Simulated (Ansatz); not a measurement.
# BFO: the cost of one run

The runs use Ansatz 0.2.0, Gaussian basis; PBE0-D4/def2-TZVP structures, single points in def2-TZVPP, no counterpoise correction.

Levels: SPW92, PBE-D4, BLYP-D4, r2SCAN-D4, B97M-V, PBE0-D4, B3LYP-D4, r2SCAN0-D4, BHLYP-D4, CAM-B3LYP-D4, wB97X-V, wB97M-V, B2PLYP, PBE-QIDH, RPA on PBE, Hartree-Fock, MP2, CCSD, CCSD(T).

Correlated methods freeze the cores. B3LYP uses VWN-RPA correlation. B2PLYP carries no dispersion term here.

56 further runs of the same task are left out: 56 set aside as unsound or not needed.

### 1 Starting geometry

The complex: 11 atoms, charge 0, spin multiplicity 1.

Atoms are counted from 1 here; the program's logs count them from 0.

Bond lengths: B1–O4 1.206 Å, B1–F6 1.282 Å, C2–C3 1.519 Å, C2–H5 1.093 Å, C2–H7 1.094 Å, C2–H8 1.092 Å, C3–H9 1.092 Å, C3–H10 1.092 Å, C3–H11 1.094 Å. Angles: O4–B1–F6 179.2°, C3–C2–H5 111.4°, C3–C2–H7 111.5°, C3–C2–H8 111.3°, H5–C2–H7 108.2°, H5–C2–H8 107.2°, H7–C2–H8 107.1°, C2–C3–H9 111.3°, C2–C3–H10 111.4°, C2–C3–H11 111.9°, H9–C3–H10 107.7°, H9–C3–H11 107.0°, H10–C3–H11 107.2°.

Coordinates:

| atom | x (Å) | y (Å) | z (Å) |
| --- | --- | --- | --- |
| B1 | -0.9768 | -0.5621 | 2.2172 |
| C2 | 0.9309 | 0.4154 | -0.3636 |
| C3 | -0.2031 | 0.0230 | -1.2949 |
| O4 | -1.4548 | 0.5192 | 2.4569 |
| H5 | 0.5806 | 1.0744 | 0.4352 |
| F6 | -0.4790 | -1.7186 | 1.9754 |
| H7 | 1.3943 | -0.4618 | 0.0964 |
| H8 | 1.7181 | 0.9491 | -0.9008 |
| H9 | -0.6596 | 0.9017 | -1.7552 |
| H10 | 0.1476 | -0.6284 | -2.0988 |
| H11 | -0.9981 | -0.5120 | -0.7680 |

Its parts: BOF holds atoms 1, 4, 6; C2H6 holds atoms 2, 3, 5, 7, 8, 9, 10, 11. Each part counts its atoms afresh in its own runs.

### 2 Relaxing BOF alone

The input, relax-a/in.yaml:

```yaml
crystal:
  periodic: [false, false, false]
  atoms:
    - {symbol: B, position_ang: [-0.976832, -0.562148, 2.217226]}
    - {symbol: O, position_ang: [-1.454845, 0.519234, 2.456918]}
    - {symbol: F, position_ang: [-0.479025, -1.718615, 1.975372]}
basis:
  gaussian: {orbitals: def2-TZVP}
hamiltonian: {xc: pbe0, dispersion: d4}
relax: {f_tol: 0.005, max_steps: 200}
```

Run with:

```bash
$ ansatz run in.yaml --threads 4 --pin off --events-out ev --progress --plain --max-ram 9574MiB
```

**Question.** How long does this run take on 4 threads of Arm Neoverse V2, shared host?

About 1.8 s.
